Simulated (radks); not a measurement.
# Xe²⁺ in [Kr] 4d9 5s2 5p4 6p1: an all-electron calculation

What are the levels of the xenon ion Xe2+, how large are its shells, and how does its energy divide?

Method: Dirac Kohn-Sham, LDA (Slater exchange, Perdew-Wang correlation), spin-unpolarised, spherical densities, point nucleus; open shells are shared between the two j in proportion to 2j + 1. Code: radks (a radial shooting solver on a logarithmic mesh, Libxc functionals) version 1.

### Step 1. Starting point

* element: xenon (Z = 54)
* charge: +2
* electrons: 52
* configuration: [Kr] 4d9 5s2 5p4 6p1

The outer shells:

Xe²⁺
```
[Kr] core
4d [↑↓][↑↓][↑↓][↑↓][↑ ]
5s [↑↓]
5p [↑↓][↑ ][↑ ]
6p [↑ ][  ][  ]
```

### Step 2. Self-consistent calculation

Settings of this run:

```text
Z 54
configuration [Kr] 4d9 5s2 5p4 6p1
relativity Dirac
functional lda,pw
spin unpolarised
j_filling average
nucleus point
c 137.035999084
```

Run with:

```bash
> python run_ks.py task.json out
```

This one command runs every case of the session in turn.

Q: Predict the outcome of this run.

The runs gave:

| quantity | value |
| --- | --- |
| total energy | -7440.20635 hartree |
| exchange-correlation share of it | 2.42 % |
| −T/E | 1.0623 |
| highest occupied level | 6p3/2, -10.804 eV |
| most extended occupied level | 6p3/2, <r> = 4.66 bohr |
| radius at density 0.001 e/bohr³ | 4.85 bohr |
| maxima of the radial density | 4 |

**Reading.** 6 principal shells are occupied and 4 maxima appear in the radial density; where shells overlap, one shows as a shoulder or not at all. −T/E is 1.062: with relativity the kinetic term as defined here no longer equals −E. This is not the tabulated ground configuration, so its levels and sizes aren't those of the ground state, and no measured value stands beside it.
